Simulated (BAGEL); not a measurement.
# C2HF2O (SMILES O=[C]C(F)F) at UHF/STO-3G (density fitting with qzvpp-jkfit)

What is the electronic atomisation energy of C2HF2O at UHF/STO-3G (density fitting with qzvpp-jkfit)? 

The results are computed with BAGEL 1.2.2.

19 further runs of the same task are left out: 2 that didn't finish, 17 set aside as unsound or not needed.

### 1 The structure to begin with

The species is C2HF2O (6 atoms), meant as a doublet with charge 0. As SMILES, `O=[C]C(F)F`. Geometry: relaxed at GFN2-xTB. This is one conformer, not always the lowest.

Bond lengths: O1–C2 1.179 Å, C2–C3 1.508 Å, C3–F4 1.355 Å, C3–F5 1.345 Å, C3–H6 1.106 Å. Angles: O1–C2–C3 130.9°, C2–C3–F4 113.0°, C2–C3–F5 111.6°, F4–C3–F5 106.7°, C2–C3–H6 108.3°, F4–C3–H6 108.7°, F5–C3–H6 108.4°.

### 2 The energy at UHF/STO-3G (density fitting with qzvpp-jkfit)

Contents of input.json:

```json
{ "bagel": [

{
  "title": "molecule",
  "basis": "sto-3g",
  "df_basis": "qzvpp-jkfit",
  "angstrom": true,
  "geometry": [
    { "atom": "O", "xyz": [       0.874420,      -1.726950,       0.579190 ] },
    { "atom": "C", "xyz": [       0.910850,      -0.610640,       0.202210 ] },
    { "atom": "C", "xyz": [      -0.196900,       0.371530,      -0.083060 ] },
    { "atom": "F", "xyz": [      -1.316320,      -0.218130,      -0.568970 ] },
    { "atom": "F", "xyz": [       0.178190,       1.291610,      -0.988950 ] },
    { "atom": "H", "xyz": [      -0.450240,       0.892590,       0.859590 ] }
  ]
},

{
  "title": "uhf",
  "nopen": 1
},

{
  "title": "print",
  "file": "orbitals.molden",
  "orbitals": true
}

]}
```

Command:

```bash
$ BAGEL_NUM_THREADS=1 BAGEL input.json > input.out
```

What it wrote:

```text
* using 1 threads per process

  ===============================================================
  ===============================================================

  *** Geometry ***

  { "atom" : "O", "xyz" : [      1.652414,     -3.263463,      1.094510 ] },
  { "atom" : "C", "xyz" : [      1.721257,     -1.153942,      0.382122 ] },
  { "atom" : "C", "xyz" : [     -0.372087,      0.702090,     -0.156961 ] },
  { "atom" : "F", "xyz" : [     -2.487484,     -0.412206,     -1.075197 ] },
  { "atom" : "F", "xyz" : [      0.336730,      2.440789,     -1.868845 ] },
  { "atom" : "H", "xyz" : [     -0.850830,      1.686751,      1.624390 ] },

  Number of auxiliary basis functions:      399

  Since a DF basis is specified, we compute 2- and 3-index integrals:
    o Being stored without compression. Storage requirement is 0.002 GB

  Number of basis functions:       26
  Number of electrons      :       39

    * METHOD: MOLECULE                             0.11

  *** Open-shell HF ***

  === Nuclear Repulsion ===
   165.4371985482

      * DIIS with orbital gradients will be used.

  === UHF iteration (sto-3g) ===
      0       -345.00934854          0.06467774           0.02
      1       -345.15191188          0.04119317           0.02
      2       -345.19166057          0.02733759           0.02
[... 39 lines of this table left out ...]
     42       -345.22386996          0.00000001           0.02
    * SCF iteration converged.

    * S^2 (UHF) is 0.8957

    * Permanent dipole moment:
           (    0.003899,    -0.336465,    -0.296724) a.u.

    * METHOD: UHF                                  0.90

    * METHOD: PRINT                                0.00

  ===============================================================
```

Wall time 1.1 s (1 thread of Arm Neoverse V1, shared host).

### 3 The C atom, same level

Contents of job.json:

```json
{ "bagel" : [

{
  "title" : "molecule",
  "basis" : "sto-3g",
  "df_basis" : "qzvpp-jkfit",
  "angstrom" : "true",
  "geometry" : [
    { "atom" : "C", "xyz" : [    0.000000,    0.000000,    0.000000 ] }
  ]
},
{
  "title" : "uhf",
  "nopen" : 2
},
{
  "title" : "print",
  "file" : "orbitals.molden",
  "orbitals" : "true"
}

]}
```

Run the same way, it converges to -37.19852 Eh (log not shown).

### 4 The F atom at the same level

Contents of job.json:

```json
{ "bagel" : [

{
  "title" : "molecule",
  "basis" : "sto-3g",
  "df_basis" : "qzvpp-jkfit",
  "angstrom" : true,
  "geometry" : [
    { "atom" : "F", "xyz" : [    0.000000,    0.000000,    0.000000 ] }
  ]
},
{
  "title" : "uhf",
  "nopen" : 1
},
{
  "title" : "print",
  "file" : "orbitals.molden",
  "orbitals" : true
}

]}
```

Run the same way, it converges to -97.98659 Eh (log not shown).

### 5 The H atom

Contents of hf.json:

```json
{ "bagel": [

{
  "title": "molecule",
  "basis": "sto-3g",
  "df_basis": "qzvpp-jkfit",
  "angstrom": true,
  "geometry": [
    { "atom": "H", "xyz": [    0.000000,    0.000000,    0.000000 ] }
  ]
},
{ "title": "uhf", "nopen": 1 },
{ "title": "print", "file": "orbitals.molden", "orbitals": true }

]}
```

Run the same way, it converges to -0.46658 Eh (log not shown).

### 6 The O atom, same level

Contents of input.json:

```json
{ "bagel" : [

{
  "title" : "molecule",
  "basis" : "sto-3g",
  "df_basis" : "qzvpp-jkfit",
  "angstrom" : "true",
  "geometry" : [
    { "atom" : "O", "xyz" : [    0.000000,    0.000000,    0.000000 ] }
  ]
},
{
  "title" : "uhf",
  "nopen" : 2
},
{
  "title" : "print",
  "file" : "orbitals.molden",
  "orbitals" : "true"
}

]}
```

Command:

```bash
$ BAGEL_NUM_THREADS=1 BAGEL input.json > input.out
```

What it wrote:

```text
* using 1 threads per process

  ===============================================================
  ===============================================================

  *** Geometry ***

  { "atom" : "O", "xyz" : [      0.000000,      0.000000,      0.000000 ] },

  Number of auxiliary basis functions:       77

  Since a DF basis is specified, we compute 2- and 3-index integrals:
    o Being stored without compression. Storage requirement is 0.000 GB

  Number of basis functions:        5
  Number of electrons      :        8

    * METHOD: MOLECULE                             0.01

  *** Open-shell HF ***

  === Nuclear Repulsion ===
     0.0000000000

      * DIIS with orbital gradients will be used.

  === UHF iteration (sto-3g) ===
      0        -73.80421832          0.00000000           0.00
    * SCF iteration converged.

    * S^2 (UHF) is 2.0000

    * Permanent dipole moment:
           (    0.000000,    -0.000000,     0.000000) a.u.

    * METHOD: UHF                                  0.01

    * METHOD: PRINT                                0.00

  ===============================================================
```

Wall time 0.14 s (1 thread of Arm Neoverse V1, shared host).

### 7 Outcome

Level: UHF/STO-3G (density fitting with qzvpp-jkfit).

| quantity | value |
| --- | --- |
| molecule: total energy | -345.22387 Eh |
| molecule: dipole moment | 1.14 D |
| molecule: ⟨S²⟩ | 0.896 |
| C atom: total energy | -37.19852 Eh |
| C atom: dipole moment | 0.00 D |
| C atom: ⟨S²⟩ | 2.000 |
| F atom: total energy | -97.98659 Eh |
| F atom: dipole moment | 0.00 D |
| F atom: ⟨S²⟩ | 0.750 |
| H atom: total energy | -0.46658 Eh |
| H atom: dipole moment | 0.00 D |
| H atom: ⟨S²⟩ | 0.750 |
| O atom: total energy | -73.80422 Eh |
| O atom: dipole moment | 0.00 D |
| O atom: ⟨S²⟩ | 2.000 |
| electronic atomisation energy | 15.860 eV |

What this shows: Taking the molecule apart into free atoms costs 15.86 eV (366 kcal/mol), before zero-point energy and without spin-orbit coupling. Hartree–Fock lacks the correlation of the bonding pairs, which as a rule makes this value much too low; in minimal bases other errors can mask that. In a minimal basis such a difference can be off by several eV, whatever the method. ⟨S²⟩ (molecule) is 0.90 where a pure doublet has 0.75: the reference is spin-contaminated.
